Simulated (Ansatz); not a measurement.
Task: a formation energy from the elements of SrAl2 and its elements, with Ansatz 0.2.0, Python API. Give the script and its output. Use (first run): PBEsol, PAW, cutoff 520 eV, 5×5×5 k-points, cold smearing of 0.05 eV.

`sral2.py`:
```python
from collections import Counter
import warnings

import ansatz as az
import numpy as np

PHASES = {
    "SrAl2": (
        [(0.0, 4.12874697, 4.12874697), (4.12874697, 0.0, 4.12874697), (4.12874697, 4.12874697, 0.0)],
        [
            ("Sr", (0.0, 0.0, 0.0)),
            ("Sr", (0.25, 0.25, 0.25)),
            ("Al", (0.625, 0.625, 0.625)),
            ("Al", (0.125, 0.625, 0.625)),
            ("Al", (0.625, 0.125, 0.625)),
            ("Al", (0.625, 0.625, 0.125)),
        ],
    ),
    "Sr": (
        [(0.0, 3.04235, 3.04235), (3.04235, 0.0, 3.04235), (3.04235, 3.04235, 0.0)],
        [
            ("Sr", (0.0, 0.0, 0.0)),
        ],
    ),
    "Al": (
        [(0.0, 2.024805, 2.024805), (2.024805, 0.0, 2.024805), (2.024805, 2.024805, 0.0)],
        [
            ("Al", (0.0, 0.0, 0.0)),
        ],
    ),
}


def build(vectors, sites):
    crystal = az.Crystal(lattice=az.Lattice.of(vectors))
    for symbol, position in sites:
        crystal = crystal.atom(symbol, position)
    return crystal


def ground_state(name, crystal):
    calc = crystal.calculation()
    calc = calc.functional("PBEsol")
    calc = calc.basis(520)
    calc = calc.kpoints(spacing=0.3).occupations("cold", width=0.05)
    calc = calc.stress()
    calc = calc.relax(force_tolerance=0.01, cell=True)
    return calc.run(threads=1, backend="cpu")


def counts(outcome):
    return Counter(site.symbol for site in outcome.lattice.sites)

def formation_energy(outcome, mu):
    n = counts(outcome)
    return (outcome.report["energy_sigma0_ev"] - sum(k * mu[element] for element, k in n.items())) / sum(n.values())


def volume_per_atom(outcome):
    return abs(np.linalg.det(outcome.lattice.cell_ang)) / len(outcome.lattice.sites)


def main() -> None:
    warnings.simplefilter("ignore", az.DeckWarning)

    phases = {name: build(*cell) for name, cell in PHASES.items()}

    done = {name: ground_state(name, crystal) for name, crystal in phases.items()}

    references = {"Sr": "Sr", "Al": "Al"}
    mu = {element: done[name].report["energy_sigma0_ev"] / len(done[name].lattice.sites) for element, name in references.items()}

    target = done["SrAl2"]
    heat = formation_energy(target, mu)
    for element, value in mu.items():
        print(f"mu({element}) = {value:.4f} eV from {references[element]}, {volume_per_atom(done[references[element]]):.2f} A^3/atom")
    print(f"formation energy of SrAl2: {heat:.4f} eV/atom = {96.4853 * heat:.1f} kJ/mol of atoms")


if __name__ == "__main__":
    main()
```

```console
$ python sral2.py
mu(Sr) = -3492.1849 eV from Sr, 52.21 A^3/atom
mu(Al) = -524.5167 eV from Al, 16.27 A^3/atom
formation energy of SrAl2: -0.3061 eV/atom = -29.5 kJ/mol of atoms
```

The formation energy is -0.306 eV an atom (-29.5 kJ per mole of atoms), so SrAl2 lies below the reference phases.

What to keep in mind:
- Total energies depend on the potentials; only differences at equal settings carry meaning.
- For the metals among these phases the mesh is modest: differences between phases can be off by up to 40 meV an atom.
- The cells come from databases of deposited and of computed structures, and not all need be stable phases.
- The compound is the structure given, not necessarily its lowest; energies are at zero temperature, with no correction for gases. A semilocal functional's error on such energies is often 0.05 to 0.1 eV an atom, and 0.1 to 0.3 eV against gases such as O2 or F2.
- It ran for 7.2 s on 1 thread of AMD EPYC 9R14 (Zen 4) (shared host), peak memory 0.51 GiB.

(Lines on the test bed's own set-up are left out of the output.)
